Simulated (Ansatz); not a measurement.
# AlClH4OSi: the cost of one run

Program: Ansatz 0.2.0, driven from Python. Level of theory: PBE0/aug-cc-pVDZ. These are calculated values, not measurements.

**1. Starting point**

Bond lengths: O1–Si2 1.710 Å, Si2–Al3 2.333 Å, Al3–Cl4 2.270 Å, O1–H5 0.949 Å, Si2–H6 1.471 Å, Si2–H7 1.482 Å, Al3–H8 1.615 Å. Angles: O1–Si2–Al3 107.3°, O1–Si2–H6 111.2°, O1–Si2–H7 111.2°, Al3–Si2–H6 109.3°, Al3–Si2–H7 108.7°, H6–Si2–H7 109.2°, Si2–O1–H5 106.0°, Si2–Al3–Cl4 121.2°, Si2–Al3–H8 122.2°, Cl4–Al3–H8 116.5°.

No structure file is read: the coordinates are typed or built in the script.

**2. Script**

Input file run_tae.py:

```python
"""Atomisation energy of AlClH4OSi at the given geometry."""

from collections import Counter

import ansatz as az


def total_energy(molecule, charge=0, unpaired=0):
    calc = (
        molecule.calculation()
        .basis(gaussian="aug-cc-pVDZ")
        .functional("PBE0")
    )
    if charge:
        calc = calc.charge(charge)
    if unpaired:
        calc = calc.spin("collinear", total=unpaired)
    report = calc.run().report
    if report["published_state_doubts"]:
        print("  doubts:", report["published_state_doubts"])
    return report["free_energy_ev"]


def main() -> None:
    geometry_ang = [
        ("O", [-1.8075, -0.3048, 0.6465]),
        ("Si", [-0.7071, 0.571, -0.3263]),
        ("Al", [1.3054, -0.61, -0.3301]),
        ("Cl", [2.4609, -0.9713, 1.5904]),
        ("H", [-1.49, -0.2249, 1.5372]),
        ("H", [-1.1999, 0.6948, -1.7068]),
        ("H", [-0.4624, 1.924, 0.2263]),
        ("H", [1.9928, -1.136, -1.693]),
    ]
    molecule = az.Crystal.molecule()
    for symbol, xyz in geometry_ang:
        molecule = molecule.atom(symbol, xyz)

    # unpaired electrons of the ground-state atoms
    unpaired = {"O": 2, "Si": 2, "Al": 1, "Cl": 1, "H": 1}
    counts = Counter(site.symbol for site in molecule.cartesian_sites)
    atom_energy = {s: total_energy(az.Crystal.molecule().atom(s, (0, 0, 0)), 0, unpaired[s]) for s in counts}
    whole = total_energy(molecule, 0, 0)
    for s, e in atom_energy.items():
        print(f"{s:2s} x{counts[s]}  {e:14.5f} eV")
    print(f"AlClH4OSi: {whole:.5f} eV")
    split = sum(counts[s] * e for s, e in atom_energy.items()) - whole
    print(f"atomisation energy (no zero-point term): {split:.3f} eV, {split / sum(counts.values()):.3f} eV an atom")


if __name__ == "__main__":
    main()
```

**3. The input behind the calls**

The package turns the script's settings into the engine's input (first run):

```yaml
crystal:
  periodic: [false, false, false]
  atoms:
    - { symbol: O, position_ang: [0.0, 0.0, 0.0] }
basis:
  gaussian:
    orbitals: aug-cc-pVDZ
hamiltonian:
  xc: pbe0
magnetization:
  spin_polarized: true
  initial_magnetization: 2.0
```

**4. Launch**

Command:

```console
python run_tae.py
```

Q: Estimate wall time and peak memory on 1 thread of Arm Neoverse V2, shared host.

About 6.6 s, with a peak of 0.37 GiB.
